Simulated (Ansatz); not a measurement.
**CH₅SiSn+ (SMILES [SiH+]=[CH][SnH3]): functionals against CCSD(T) at one geometry**

The task here is to estimate one member of a computed series from the others.

Program: Ansatz 0.2.0, Gaussian basis. Level of theory: single points in def2-TZVPP. These are calculated values, not measurements.

Correlated methods freeze the cores. Filled d shells of the heavier atoms are correlated. Core potentials replace the inner electrons past krypton, and spin-orbit coupling is left out.

## The system as given

SMILES `[SiH+]=[CH][SnH3]`, 8 atoms, charge 1, spin multiplicity 1.

Atoms are counted from 1 here; the program's logs count them from 0.

Bond lengths: Si1–C2 1.761 Å, Si1–H4 1.547 Å, C2–Sn3 2.197 Å, C2–H5 1.186 Å, Sn3–H6 1.509 Å, Sn3–H7 1.664 Å, Sn3–H8 1.571 Å. Angles: C2–Si1–H4 158.1°, Si1–C2–Sn3 121.6°, Si1–C2–H5 128.1°, Sn3–C2–H5 104.6°, C2–Sn3–H6 106.4°, C2–Sn3–H7 106.9°, C2–Sn3–H8 98.0°, H6–Sn3–H7 110.1°, H6–Sn3–H8 122.5°, H7–Sn3–H8 111.1°.

As a file:

```xyz
8
charge 1, multiplicity 1
Si   -1.6489    0.6574   -1.0400
C    -0.0149    0.0262   -0.8610
Sn    0.8279   -0.4439    1.1130
H    -2.9647    1.0540   -1.7500
H     0.9292    0.2360   -1.5467
H     0.7031    0.8118    1.9403
H     2.4321   -0.8164    0.8775
H    -0.0146   -1.7361    1.4078
```

The first run:

run/in.yaml

```yaml
crystal:
  periodic: [false, false, false]
  atoms:
    - {symbol: Si, position_ang: [-1.648900, 0.657400, -1.040000]}
    - {symbol: C, position_ang: [-0.014900, 0.026200, -0.861000]}
    - {symbol: Sn, position_ang: [0.827900, -0.443900, 1.113000]}
    - {symbol: H, position_ang: [-2.964700, 1.054000, -1.750000]}
    - {symbol: H, position_ang: [0.929200, 0.236000, -1.546700]}
    - {symbol: H, position_ang: [0.703100, 0.811800, 1.940300]}
    - {symbol: H, position_ang: [2.432100, -0.816400, 0.877500]}
    - {symbol: H, position_ang: [-0.014600, -1.736100, 1.407800]}
basis:
  gaussian: {orbitals: def2-TZVPP}
total_charge: 1
correlation: {method: ccsd_t}
output: {forces: true}
```

No record of the launch command was kept for these runs.

Among the steps run: CCSD(T)/def2-TZVPP; PBE0-D4/def2-TZVPP; wB97M-V/def2-TZVPP; r2SCAN-D4/def2-TZVPP; PBE-D4/def2-TZVPP; LC-wPBE/def2-TZVPP; SPW92/def2-TZVPP.

One of the session's tables, all rows but one given; the rest of the session is left out.

```
   method  RMS force component (eV/Å)  angle to CCSD(T) forces (°)
  CCSD(T)                       1.373                    reference
  PBE0-D4                       1.480                          8.0
  wB97M-V                           ?                            ?
r2SCAN-D4                       1.448                          7.2
   PBE-D4                       1.427                          7.3
  LC-wPBE                       1.556                         13.6
    SPW92                       1.427                         12.6
```

**Question.** Estimate the row for wB97M-V.

As computed: RMS force component (eV/Å): 1.490; angle to CCSD(T) forces (°): 9.0. In the column «RMS force component (eV/Å)» it lies between PBE0-D4 (1.480) and LC-wPBE (1.556).
